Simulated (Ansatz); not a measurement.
# YZr2O2: the cost of one run

Program: Ansatz 0.2.0. Level of theory: DFT PBE, scalar-relativistic, plane waves, PAW. These are calculated values, not measurements.

2 further runs of the same task are left out: 1 that didn't finish, 1 set aside as unsound or not needed.

**1. Starting point**

The structure is hexagonal, space group P-6m2 (No. 187). The conventional cell has a = 4.183 Å, b = 4.183 Å, c = 5.234 Å, α = 90.00°, β = 90.00°, γ = 120.00°. Around Y (site symmetry -6m2) lie 6 Zr at 2.62 Å and 2 O at 2.62 Å. Zr (site symmetry 3m) has 1 O at 1.61 Å as nearest neighbours. O (site symmetry -6m2) is surrounded by 3 O at 2.41 Å and 2 Y at 2.62 Å. O (site symmetry -6m2) is surrounded by 2 Zr at 1.61 Å.

As a file:

```
CELL_PARAMETERS angstrom
4.18270 0.00000 0.00000
-2.09135 3.62232 0.00000
0.00000 0.00000 5.23414
ATOMIC_POSITIONS crystal
Y 0.66667 0.33333 0.50000
Zr 0.33333 0.66667 0.69175
Zr 0.33333 0.66667 0.30825
O 0.66667 0.33333 0.00000
O 0.33333 0.66667 0.00000
```

The cell is invented: random cell by space group and Wyckoff sites (P-6m2, No. 187). The dimensions are guesses.

**2. A first look at the guess**

File input.yaml:

```yaml
crystal:
  lattice:
    - [4.18269832, 0.0, 0.0]
    - [-2.09134916, 3.622323, 0.0]
    - [0.0, 0.0, 5.234143]
  atoms:
    - { symbol: "Y", position: [0.66666667, 0.33333333, 0.5] }
    - { symbol: Zr, position: [0.33333333, 0.66666667, 0.69175121] }
    - { symbol: Zr, position: [0.33333333, 0.66666667, 0.30824879] }
    - { symbol: O, position: [0.66666667, 0.33333333, 0.0] }
    - { symbol: O, position: [0.33333333, 0.66666667, 0.0] }
basis:
  ecutwfc: 420
kpoints:
  mp_grid: { grid: [6, 6, 4] }
hamiltonian:
  xc: pbe
scf:
  occupations: { method: gaussian, width: 0.1 }
  lower_state_search: "off"
output:
  forces: true
  stress: true
  eigenvalues: true
```

Started as:

```sh
> ansatz run input.yaml --threads 1 --pin off --max-ram 2560MiB --backend cpu --events-out ev --progress --plain --runs-dir out
```

Q: Estimate wall time and peak memory on 1 thread of Intel Xeon at 2.70GHz, shared host.

About 7.3 s, with a peak of 0.36 GiB.
